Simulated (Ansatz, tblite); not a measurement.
# The cluster Ag₄O₃−: rung by rung

One table from this session's results is given with a row withheld; the runs are named, their logs left out.

Computed with Ansatz 0.2.0, Gaussian basis. Level: as each input shows.

Levels to be run: GFN1-xTB, GFN2-xTB, PBE-D4/def2-TZVPD, r2SCAN-D4/def2-TZVPD, B3LYP-D4/def2-TZVPD, MP2/def2-TZVPD, RPA/def2-TZVPD.

17 further runs of the same task are left out: 10 that didn't finish, 7 set aside as unsound or not needed.

## The structure

The geometry is that of the doublet, from an earlier relaxation (PBE-D4/def2-SVPD). At that level it is the lowest of the isomers that a small search found.

7 atoms, charge -1, spin multiplicity 2.

Bond lengths: Ag1–Ag2 2.902 Å, Ag1–Ag3 2.740 Å, Ag1–Ag4 2.694 Å, Ag1–O5 2.237 Å, Ag2–O6 2.116 Å, Ag2–O7 1.999 Å, Ag3–Ag4 2.694 Å, Ag3–O7 2.067 Å, O5–O6 1.350 Å. Angles: Ag2–Ag1–Ag3 61.0°, Ag2–Ag1–Ag4 120.5°, Ag2–Ag1–O5 67.7°, Ag3–Ag1–Ag4 59.4°, Ag3–Ag1–O5 128.7°, Ag4–Ag1–O5 171.8°, Ag1–Ag2–O6 70.5°, Ag1–Ag2–O7 102.8°, O6–Ag2–O7 173.3°, Ag1–Ag3–Ag4 59.4°, Ag1–Ag3–O7 106.5°, Ag4–Ag3–O7 165.9°, Ag1–Ag4–Ag3 61.1°, Ag1–O5–O6 109.1°, Ag2–O6–O5 112.6°, Ag2–O7–Ag3 89.7°.

As a file:

```xyz
7
charge -1, multiplicity 2
Ag    0.5741   -0.6553   -1.0616
Ag   -1.2629    0.7496    0.6915
Ag    1.4252    0.0815    1.4363
Ag    3.0778   -1.2218   -0.2451
O    -1.4225   -0.3245   -2.0138
O    -2.2228    0.3320   -1.1469
O    -0.1688    1.0385    2.3396
```

Ag takes a core potential in the def2 sets. No spin-orbit coupling is included. The ion is computed in the gas phase, without counter-ions or solvent.

PBE0-D4/def2-TZVPD was run before; its log isn't repeated, and its numbers join the tables.

Set-up of the first run:

Tight binding, by tblite at 300 K electronic temperature and without a spin-polarisation term:

```python
tblite.interface.Calculator('GFN1-xTB', numbers, positions, charge=-1, uhf=1).singlepoint()
```

Tight binding, by tblite at 300 K electronic temperature and without a spin-polarisation term:

```python
tblite.interface.Calculator('GFN2-xTB', numbers, positions, charge=-1, uhf=1).singlepoint()
```

start.molden holds the orbitals of an earlier run on this state, given as this run's starting guess.

File in.yaml:

```yaml
crystal:
  periodic: [false, false, false]
  atoms:
    - {symbol: Ag, position_ang: [0.574064, -0.655341, -1.061585]}
    - {symbol: Ag, position_ang: [-1.262886, 0.749635, 0.691459]}
    - {symbol: Ag, position_ang: [1.425156, 0.081473, 1.436301]}
    - {symbol: Ag, position_ang: [3.077809, -1.221784, -0.245114]}
    - {symbol: O, position_ang: [-1.422539, -0.324491, -2.013759]}
    - {symbol: O, position_ang: [-2.222768, 0.331995, -1.146905]}
    - {symbol: O, position_ang: [-0.168837, 1.038514, 2.339592]}
basis:
  gaussian: {orbitals: def2-TZVPD, initial_orbitals: start.molden}
total_charge: -1
magnetization: {spin_polarized: true, initial_magnetization: 1}
hamiltonian: {xc: pbe, dispersion: d4}
scf: {omitted_lower_state_checks: [starts]}
output: {forces: true, orbitals: {seedname: orbitals}}
```

The run is started by

```
$ ansatz run in.yaml --threads 4 --pin off --events-out ev --progress --plain --max-ram 4787MiB
```

Steps of the session up to this table: PBE-D4/def2-TZVPD; r2SCAN-D4/def2-TZVPD; B3LYP-D4/def2-TZVPD; MP2/def2-TZVPD; RPA/def2-TZVPD.

One of the session's tables, all rows but one given; the rest of the session is left out.

It belongs to the step «Levels side by side». 

| level | HOMO (eV) | LUMO (eV) | gap (eV) |
| --- | --- | --- | --- |
| PBE-D4/def2-TZVPD | -0.83 | -0.13 | 0.70 |
| r2SCAN-D4/def2-TZVPD | ? | ? | ? |
| B3LYP-D4/def2-TZVPD | -1.64 | 0.82 | 2.46 |
| PBE0-D4/def2-TZVPD | -1.74 | 1.28 | 3.02 |

Q: Estimate the row for r2SCAN-D4/def2-TZVPD from the others.

**Answer.** HOMO (eV): -0.84; LUMO (eV): 0.14; gap (eV): 0.98. In the column «HOMO (eV)» it lies between B3LYP-D4/def2-TZVPD (-1.64) and PBE-D4/def2-TZVPD (-0.83).
